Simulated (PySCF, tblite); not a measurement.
**C₅H₄FO₂ radical: geometry, infrared bands and EPR parameters**

What infrared bands and EPR parameters should C₅H₄FO₂ radical (`O[C]1C=COC(F)=C1`) show?

Programs: tblite 0.8.0 and PySCF 2.14.0, with density-fitted response routines of our own. Each step states its level of theory. These are calculated values for one molecule in the gas phase, unless marked as measured. Atoms are numbered from 0 throughout.

### 1 The starting structure

12 atoms, charge 0, multiplicity 2; geometry from: force field or distance geometry start.

Bonds of the start (Å): O0–C1 1.40, C1–C2 1.47, C2–C3 1.31, C3–O4 1.39, O4–C5 1.38, C5–F6 1.36, C5–C7 1.33, C7–C1 1.49, O0–H8 0.99, C2–H9 1.11, C3–H10 1.09, C7–H11 1.08.

### 2 Optimising the geometry with GFN2-xTB

What the job is given:

```
{"job": {"kind": "relax", "xc": "GFN2-xTB", "basis": "xTB"}, "charge": 0, "multiplicity": 2}
O      0.075300     2.185100    -0.013100
C     -0.095100     0.987100     0.688900
C     -1.250100     0.263600     0.150800
C     -1.235500    -0.932900    -0.385700
O     -0.081000    -1.707200    -0.470500
C      1.066800    -1.104700     0.017100
F      2.257700    -1.765500    -0.034600
C      1.093700     0.107000     0.556200
H      0.516800     2.059400    -0.885300
H     -2.222400     0.795400     0.189100
H     -2.163800    -1.376600    -0.757400
H      2.038800     0.488600     0.918400
```

Started as:

```bash
$ OMP_NUM_THREADS=1 python probes_run.py task.json out
```

This one command runs all jobs of the session in turn.

**Question.** This job is followed by: GFN2-xTB harmonic vibrations, gas phase; UKS B3LYP, pcH-1 on C F H O, non-relativistic, mean-field spin-orbit, GIAO. Predict these results of the whole session: strongest single infrared mode (GFN2-xTB); zero-point energy (GFN2-xTB); g(iso) (B3LYP); ⟨S²⟩; largest a(iso); potential on the surface of density 0.002 e/bohr³, 1st and 99th percentile.

The runs gave:

| quantity | value |
| --- | --- |
| strongest single infrared mode (GFN2-xTB) | 1153 cm⁻¹, 353 km/mol |
| zero-point energy (GFN2-xTB) | 49.0 kcal/mol |
| g(iso) (B3LYP) | 2.00372 |
| ⟨S²⟩ | 0.776 (exact 0.75) |
| largest a(iso) | 13C on C1, 51.6 MHz |
| potential on the surface of density 0.002 e/bohr³, 1st and 99th percentile | -1.07 V and 2.74 V |

In words: The optimisation took 60 steps and gained 1.491 eV; among the close pairs (by a distance rule), C1–C7 changed most, from 1.485 to 1.421 Å. All 30 modes are real, so the xTB geometry is a minimum. The strongest single mode, at 1153 cm⁻¹, is spread over several atoms, C5, H11, H8, O0 among them. GFN2-xTB is a fitted tight-binding method: band positions and strengths are rough. Its intensities can rank the bands wrongly. The largest spin populations lie on C1 (0.50 e), C3 (0.42 e). The isotropic g lies 1.4 ppt above the free-electron value. These values are for one conformer; the search (at its own cheap level) found 1 more, at 0.05 kcal/mol, and measured spectra average over such forms.
